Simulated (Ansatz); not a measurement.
## Cs2KYI6, space group Fm-3m: a single point

Computed with the Ansatz DFT code, driven from Python.

The script reads `cs2kyi6.cif`:
```cif
data_Cs2KYI6
_cell_length_a 9.065925
_cell_length_b 9.065925
_cell_length_c 9.065925
_cell_angle_alpha 60.00000
_cell_angle_beta 60.00000
_cell_angle_gamma 60.00000
_symmetry_space_group_name_H-M 'P 1'
_symmetry_Int_Tables_number 1
loop_
_symmetry_equiv_pos_as_xyz
'x, y, z'
loop_
_atom_site_label
_atom_site_type_symbol
_atom_site_fract_x
_atom_site_fract_y
_atom_site_fract_z
K1 K    0.500000    0.500000    0.500000
Cs2 Cs    0.750000    0.750000    0.750000
Cs3 Cs    0.250000    0.250000    0.250000
Y4 Y    0.000000    0.000000    0.000000
I5 I    0.763968    0.236032    0.236032
I6 I    0.236032    0.236032    0.763968
I7 I    0.236032    0.763968    0.763968
I8 I    0.236032    0.763968    0.236032
I9 I    0.763968    0.236032    0.763968
I10 I    0.763968    0.763968    0.236032
```

The script, `scf_cs2kyi6.py`:
```python
from pathlib import Path

import ansatz
from ase.io import read
import numpy as np

atoms = read("cs2kyi6.cif")
cs2kyi6 = ansatz.Crystal.from_ase(atoms)

base = (
    cs2kyi6.calculation()
    .pseudopotentials("paw")
    .occupations("Fixed")
    .functional("lda")
    .kpoints(2)
    .stress()
    .band_table()
    .density()
    .potential()
    .electron_localization_function()
    .output_files(volumetric_format="npy")
)
def show(event):
    row = event["data"]
    if event["event"] == "scf_iter" and row.get("free_energy_ev") is not None:
        print(f"  iteration {row['iter']:3d}  F = {row['free_energy_ev']:.6f} eV  residual {row['dr2_ev']:.2e}")


res = base.session().plan().execute(on_event=show)
summary = res.report

print(f"free energy      {summary['free_energy_ev']:.5f} eV")
print(f"per atom         {summary['free_energy_ev'] / len(res.lattice.sites):.5f} eV")
print(f"SCF iterations   {summary['n_iterations']}  (converged: {summary['converged']})")

sigma = summary["stress_gpa"]
voigt = [sigma[0][0], sigma[1][1], sigma[2][2], sigma[1][2], sigma[0][2], sigma[0][1]]
print("stress xx yy zz yz xz xy (GPa):", " ".join(f"{s:.3f}" for s in voigt))
print("P =", round(10 * float(np.mean(voigt[:3])), 2), "kbar")

gap = None if "band_edges_ev" not in summary else summary["band_edges_ev"][1] - summary["band_edges_ev"][0]
print("gap on the k mesh:", "none reported" if gap is None else f"{gap:.3f} eV")

folder = Path(res.write_results("fields"))
for name in sorted(p.name for p in folder.glob("*.npy")):
    field = np.load(folder / name)
    print(f"{name:16s} {str(field.shape):16s} min {field.min():10.4f}  mean {field.mean():10.4f}  max {field.max():10.4f}")
```

Output of `python scf_cs2kyi6.py`:
```text
DeckWarning: basis.ecutwfc = 420 eV, auto-derived from the records' recommended cutoffs: set by K (normal level)
  iteration   8  F = -60400.923436 eV  residual 9.47e-09
free energy      -60400.92344 eV
per atom         -6040.09234 eV
SCF iterations   8  (converged: True)
stress xx yy zz yz xz xy (GPa): -1.681 -1.681 -1.681 -0.000 0.000 0.000
P = -16.81 kbar
gap on the k mesh: 3.152 eV
elf.npy          (64, 64, 64)     min     0.0000  mean     0.3184  max     0.9978
rho.npy          (64, 64, 64)     min    -0.0676  mean     0.2657  max    19.0213
v_es.npy         (64, 64, 64)     min   -61.4471  mean     4.0180  max    38.8227
v_tot.npy        (64, 64, 64)     min   -90.3809  mean    -3.4442  max    18.0841
```
(Warnings from the package without file and line.)

What to keep in mind:
- Total energies depend on the potentials; only differences at equal settings carry meaning.
- Semilocal gaps usually lie well under measured ones.
- Energy and stress may still move on a finer k-point mesh.
- Densities and potentials on the grid are those of the valence electrons, and inside the cores they hang on the potentials used.
- This cell is a computed structure, which may not be the phase found in nature.
- Levels are Kohn-Sham eigenvalues on this mesh, without spin-orbit coupling.
- Cost: roughly 11 core-seconds.

(Lines on the test bed's own set-up are left out of the output.)
